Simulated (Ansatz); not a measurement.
This script for the Python package of Ansatz (0.2.0) starts 4 runs on GaN, space group P6_3mc. What input does the engine get in each?

`ecut.py`:
```python
"""Cutoff test for GaN."""

import csv

import ansatz as az

KGRID = (6, 6, 4)
SMEARING = "cold"

lattice = az.Lattice.of(
    (3.18, 0.0, 0.0),
    (-1.59, 2.75396078, 0.0),
    (0.0, 0.0, 5.166),
)
sites = [
    ("Ga", (1 / 3, 2 / 3, 0.0)),
    ("Ga", (2 / 3, 1 / 3, 0.5)),
    ("N", (1 / 3, 2 / 3, 0.375)),
    ("N", (2 / 3, 1 / 3, 0.875)),
]
cell = az.Crystal(lattice=lattice)
for symbol, position in sites:
    cell = cell.atom(symbol, position)

calculation = cell.calculation().kpoints(*KGRID).occupations(SMEARING)

rows = []
for value in [250, 350, 450, 550]:
    summary = calculation.basis(value).run(threads=1, backend="cpu").report
    rows.append((value, summary["free_energy_ev"] / len(summary["lattice"]["sites"]), summary["n_iterations"], summary["n_pw"]))

with open("ecut.csv", "w", newline="") as handle:
    writer = csv.writer(handle)
    writer.writerow(["cutoff (eV)", "F/atom (eV)", "iterations", "plane waves"])
    writer.writerows([round(v, 5) if isinstance(v, float) else v for v in row] for row in rows)

# the last row is the reference
for row in rows[:-1]:
    shift = 1000 * (row[1] - rows[-1][1])
    print(f"{row[0]}: {shift:+.2f} meV/atom" + ("  (within 2 meV)" if abs(shift) < 2 else ""))
```

Run 1:
```yaml
crystal:
  lattice:
    - [3.18, 0.0, 0.0]
    - [-1.59, 2.75396078, 0.0]
    - [0.0, 0.0, 5.166]
  atoms:
    - { symbol: Ga, position: [0.3333333333333333, 0.6666666666666666, 0.0] }
    - { symbol: Ga, position: [0.6666666666666666, 0.3333333333333333, 0.5] }
    - { symbol: "N", position: [0.3333333333333333, 0.6666666666666666, 0.375] }
    - { symbol: "N", position: [0.6666666666666666, 0.3333333333333333, 0.875] }
basis:
  ecutwfc: 250.0
kpoints:
  mp_grid:
    grid: [6, 6, 4]
scf:
  occupations:
    method: cold
```

Run 2, against run 1:
```diff
-  ecutwfc: 250.0
+  ecutwfc: 350.0
```

Run 3, against run 1:
```diff
-  ecutwfc: 250.0
+  ecutwfc: 450.0
```

Run 4, against run 1:
```diff
-  ecutwfc: 250.0
+  ecutwfc: 550.0
```

Output of `python ecut.py`:
```text
DeckWarning: basis.ecutwfc = 250 eV is below the records' recommended 420 eV, and the density's cutoff is lower with it unless basis.ecutrho_ratio is high enough to keep the records' density cutoff: compare with a run at a higher cutoff
DeckWarning: basis.ecutwfc = 350 eV is below the records' recommended 420 eV, and the density's cutoff is lower with it unless basis.ecutrho_ratio is high enough to keep the records' density cutoff: compare with a run at a higher cutoff
250: +1141.55 meV/atom
350: +35.82 meV/atom
450: +1.18 meV/atom  (within 2 meV)
```
(Warnings from the package without file and line.)

From 450 eV on it stays within 2 meV an atom of the value at 550 eV; the first row (250 eV) is off by 1141.5 meV and the last but one by 1.18 meV. The energy falls steadily, as expected when plane waves are added.

What to keep in mind:
- Of the deposited cell: the entry's cell lengths or inner coordinates differ somewhat from later room-temperature determinations.
- No functional is typed, so the default, PBE, holds.
- The structure is a deposited one; some such entries were measured under pressure or heat, so a shift against it needn't be the functional's error alone.
- Shifts are counted from the last row, which is itself no proven limit.
- Finished in 6.4 s on 1 thread of Arm Neoverse V1, with other jobs on the host, peak memory 0.38 GiB.
